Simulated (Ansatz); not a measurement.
# CH4O3W: the cost of one run

Program: Ansatz 0.2.0, Gaussian basis. Level of theory: the settings change from run to run. These are calculated values, not measurements.

## 1. The relaxed structure

An earlier PBE0-D4 in a triple-zeta def2 set relaxation fixed the geometry. W takes a core potential in def2 sets; no spin-orbit term is included.

9 atoms, charge 0, spin multiplicity 1.

Atoms are counted from 1 here; the program's logs count them from 0.

Bond lengths: C1–W2 2.109 Å, C1–H6 1.092 Å, C1–H7 1.094 Å, C1–H8 1.094 Å, W2–O3 1.703 Å, W2–O4 1.704 Å, W2–O5 1.880 Å, O5–H9 0.959 Å. Angles: W2–C1–H6 110.4°, W2–C1–H7 110.0°, W2–C1–H8 109.6°, H6–C1–H7 108.7°, H6–C1–H8 108.6°, H7–C1–H8 109.5°, C1–W2–O3 105.3°, C1–W2–O4 105.1°, C1–W2–O5 109.2°, O3–W2–O4 109.8°, O3–W2–O5 114.2°, O4–W2–O5 112.5°, W2–O5–H9 128.0°.

## 2. wPBEh/def2-mTZVPP

Options: charge -1, multiplicity 2, restricted open-shell orbitals, coordinates scaled by 1.25.

The input, in.yaml:

```yaml
crystal:
  periodic: [false, false, false]
  atoms:
    - {symbol: C, position_ang: [-1.153677, -1.050686, -0.683439]}
    - {symbol: W, position_ang: [0.971449, 0.260730, 0.163042]}
    - {symbol: O, position_ang: [1.797152, -0.944530, 1.711576]}
    - {symbol: O, position_ang: [2.298914, 0.304350, -1.502796]}
    - {symbol: O, position_ang: [0.326466, 2.411885, 0.855078]}
    - {symbol: H, position_ang: [-0.800352, -2.293628, -1.124150]}
    - {symbol: H, position_ang: [-2.055634, -1.187481, 0.334594]}
    - {symbol: H, position_ang: [-1.732624, -0.369263, -1.717579]}
    - {symbol: H, position_ang: [0.348306, 2.868635, 1.963672]}
basis:
  gaussian: {orbitals: def2-mTZVPP}
total_charge: -1
magnetization: {spin_polarized: false, initial_magnetization: 1}
hamiltonian: {xc: {name: wPBEh}}
output: {forces: true}
```

The run is started by

```
$ ansatz run in.yaml --threads 4 --pin off --events-out ev --progress --plain --max-ram 10444MiB
```

What time and memory should one allow on 4 threads of Arm Neoverse V2, shared host?

About 7.5 s, with a peak of 0.53 GiB.
